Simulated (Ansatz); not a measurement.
# LuAs: how the settings move a single-point run

Question: which choices in the input matter for LuAs? The cell is built on a prototype (CsCl type) and needn't be the phase found in nature.

Method: reference: DFT, PBEsol, plane waves, PAW, in Ansatz 0.2.0.

1 further run of the same task is left out (for a known fault of the program).

## 1. Starting point

It takes space group Pm-3m (No. 221, cubic). The conventional cell has a = 3.495 Å, b = 3.495 Å, c = 3.495 Å, α = 90.00°, β = 90.00°, γ = 90.00°. Around Lu (site symmetry m-3m) lie 8 As at 3.03 Å. As (site symmetry m-3m) is surrounded by 8 Lu at 3.03 Å.

As a file:

```cif
data_structure
_symmetry_space_group_name_H-M 'Pm-3m'
_symmetry_Int_Tables_number 221
_cell_length_a 3.4948
_cell_length_b 3.4948
_cell_length_c 3.4948
_cell_angle_alpha 90.000
_cell_angle_beta 90.000
_cell_angle_gamma 90.000
_cell_volume 42.69
loop_
_atom_site_label
_atom_site_type_symbol
_atom_site_symmetry_multiplicity
_atom_site_Wyckoff_symbol
_atom_site_fract_x
_atom_site_fract_y
_atom_site_fract_z
_atom_site_occupancy
Lu1 Lu 1 a 0.00000 0.00000 0.00000 1
As1 As 1 b 0.50000 0.50000 0.50000 1
```

## 2. The reference run

input.yaml reads:

```yaml
crystal:
  lattice:
    - [3.4948491057, 0.0, 0.0]
    - [0.0, 3.4948491057, 0.0]
    - [0.0, 0.0, 3.4948491057]
  atoms:
    - { symbol: Lu, position: [0.0, 0.0, 0.0] }
    - { symbol: As, position: [0.5, 0.5, 0.5] }
kpoints:
  mp_grid: { grid: [6, 6, 6] }
hamiltonian:
  xc: pbesol
scf:
  occupations: { method: fermi_dirac, width: 0.02 }
  n_extra_bands: 4
output:
  forces: true
  stress: true
  eigenvalues: true
```

Run with:

```bash
> ansatz run input.yaml --threads 4 --pin off --max-ram 3686MiB --backend cpu --events-out ev --progress --plain --runs-dir out
```

## 3. Variant: occupations.method cold, occupations.width 0.001

Changes to input.yaml since step 2:

```diff
@@ -13,3 +13,3 @@
 scf:
-  occupations: { method: fermi_dirac, width: 0.02 }
+  occupations: { method: cold, width: 0.001 }
   n_extra_bands: 4
```

## 4. Changed: dr2_threshold 1.0e-12

Changes to input.yaml since step 2:

```diff
@@ -15,2 +15,4 @@
   n_extra_bands: 4
+  convergence: { dr2_threshold: 1.0e-12 }
+  max_iter: 67
 output:
```

## 5. Variant: occupations.method cold, occupations.width 0.05

Changes to input.yaml since step 2:

```diff
@@ -13,3 +13,3 @@
 scf:
-  occupations: { method: fermi_dirac, width: 0.02 }
+  occupations: { method: cold, width: 0.05 }
   n_extra_bands: 4
```

## 6. Changing settings: mp_grid.grid [3, 3, 3]

Changes to input.yaml since step 2:

```diff
@@ -9,3 +9,3 @@
 kpoints:
-  mp_grid: { grid: [6, 6, 6] }
+  mp_grid: { grid: [3, 3, 3] }
 hamiltonian:
```

## 7. Changed: occupations.method cold, occupations.width 0.2

Changes to input.yaml since step 2:

```diff
@@ -13,3 +13,3 @@
 scf:
-  occupations: { method: fermi_dirac, width: 0.02 }
+  occupations: { method: cold, width: 0.2 }
   n_extra_bands: 4
```

## 8. Changed: occupations.method gaussian, occupations.width 0.001

Changes to input.yaml since step 2:

```diff
@@ -13,3 +13,3 @@
 scf:
-  occupations: { method: fermi_dirac, width: 0.02 }
+  occupations: { method: gaussian, width: 0.001 }
   n_extra_bands: 4
```

**Question.** What will these runs give? Wanted: for each run, ending; energy change; pressure; gap; force.

**Answer**, as computed:

| run | ending | energy change | pressure (GPa) | gap (eV) | force (eV/Å) | cycles | time |
| --- | --- | --- | --- | --- | --- | --- | --- |
| reference | converged | 0 | -2.6 | 0.00 | 0.00 | 8 | 1.3 s |
| 1: occupations.method cold, occupations.width 0.001 | converged | +0.1 meV/atom (σ→0) | -2.4 | 0.00 | 0.00 | 8 | 1.3 s |
| 2: dr2_threshold 1.0e-12 | converged | 0.0 meV/atom | -2.6 | 0.00 | 0.00 | 11 | 1.3 s |
| 3: occupations.method cold, occupations.width 0.05 | converged | +0.1 meV/atom (σ→0) | -2.5 | 0.00 | 0.00 | 8 | 1.2 s |
| 4: mp_grid.grid [3, 3, 3] | converged | +217.8 meV/atom | -4.7 | 0.00 | 0.00 | 10 | 0.85 s |
| 5: occupations.method cold, occupations.width 0.2 | converged | +0.5 meV/atom (σ→0) | -2.7 | 0.00 | 0.00 | 8 | 1.3 s |
| 6: occupations.method gaussian, occupations.width 0.001 | converged | +0.1 meV/atom (σ→0) | -2.4 | 0.00 | 0.00 | 8 | 1.3 s |

Residual by cycle in the longest SCF loop of each run; runs are numbered as in the table. The quantity is the density residual dr2, in eV.

| cycle | reference | run 1 | run 2 | run 3 | run 4 | run 5 | run 6 |
| --- | --- | --- | --- | --- | --- | --- | --- |
| 1 | 0.00677 | 0.00745 | 0.00677 | 0.00867 | 0.0863 | 0.00435 | 0.00745 |
| 2 | 0.00163 | 0.00229 | 0.00163 | 0.00175 | 0.004 | 0.00209 | 0.00229 |
| 3 | 5.6e-4 | 7.9e-4 | 5.6e-4 | 5.7e-4 | 0.00323 | 9.4e-4 | 7.9e-4 |
| 4 | 1.6e-4 | 1.5e-4 | 1.6e-4 | 1.5e-4 | 0.00208 | 8.5e-5 | 1.5e-4 |
| 5 | 1.3e-5 | 6.9e-6 | 1.3e-5 | 1.1e-5 | 0.00584 | 5.3e-6 | 6.9e-6 |
| 6 | 1.3e-6 | 1.5e-6 | 1.3e-6 | 1.5e-6 | 2.6e-4 | 5.8e-7 | 1.5e-6 |
| 7 | 3.8e-8 | 3.4e-8 | 4.2e-8 | 2.4e-8 | 1.2e-4 | 1.0e-7 | 3.4e-8 |
| 8 | 4.9e-10 | 2.0e-9 | 5.3e-10 | 7.4e-10 | 5.3e-6 | 3.8e-9 | 2.0e-9 |
| 9 | - | - | 2.3e-11 | - | 2.6e-6 | - | - |
| 10 | - | - | 3.3e-12 | - | 1.2e-8 | - | - |
| 11 | - | - | 6.1e-14 | - | - | - | - |

**Reading.** No change moves the result by more than the table shows.
